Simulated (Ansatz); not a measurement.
Wanted: the native input for an Ansatz 0.2.0 run.

| Item | Value |
| --- | --- |
| Task | single point |
| Functional | PBE |
| Potentials or basis | Ansatz PAW |
| Cutoff | 420 eV (not typed: the program's choice for these potentials) |
| k mesh | 11 × 11 × 11 |
| Occupations | fermi-dirac, width 0.05 eV |
| Spin | collinear spin, ferromagnetic start |
| Starting moments | [2.0, 0.0] μB |

The system is CoO.

```
CELL_PARAMETERS angstrom
0.00000 2.13150 2.13150
2.13150 0.00000 2.13150
2.13150 2.13150 0.00000
ATOMIC_POSITIONS crystal
Co 0.00000 0.00000 0.00000
O 0.50000 0.50000 0.50000
```

One way to write it, as run:

input.yaml

```yaml
crystal:
  lattice:
    - [0.0, 2.13150166, 2.13150166]
    - [2.13150166, 0.0, 2.13150166]
    - [2.13150166, 2.13150166, 0.0]
  atoms:
    - { symbol: Co, position: [0.0, 0.0, 0.0], spin: 2.0 }
    - { symbol: O, position: [0.5, 0.5, 0.5] }
hamiltonian:
  xc: pbe
  pseudopotentials: { kind: paw }
magnetization:
  spin_polarized: true
kpoints:
  mp_grid: { grid: [11, 11, 11] }
scf:
  occupations: { method: fermi_dirac, width: 0.05 }
output:
  forces: true
  stress: true
  eigenvalues: true
```

Potentials or basis: Ansatz PAW.

Run with:

```sh
$ ansatz run input.yaml --threads 2 --pin off --max-ram 5632MiB --backend cpu --events-out ev --progress --plain --runs-dir out
```

Results of the run:

```yaml
Pressure: -1.9 GPa
Band_gap_on_the_k_mesh: none (metal or under the smearing width)
Net_moment: 2.93 μB per cell
Absolute_moment: 2.94 μB per cell
Site_moments: Co +2.49; O +0.32 μB
```

Caveat: the pressure holds a Pulay correction of +0.7 GPa for the finite cutoff; a cell with one magnetic atom can't hold antiferromagnetic order, which such compounds often take; semilocal functionals often make such compounds metallic where correlation or magnetic order opens a gap, which also shifts bond lengths.

Run time: 3.7 s on 2 threads of AMD EPYC 7R43 64-Core Processor (Zen 3), on a shared host, peak memory 0.35 GiB.
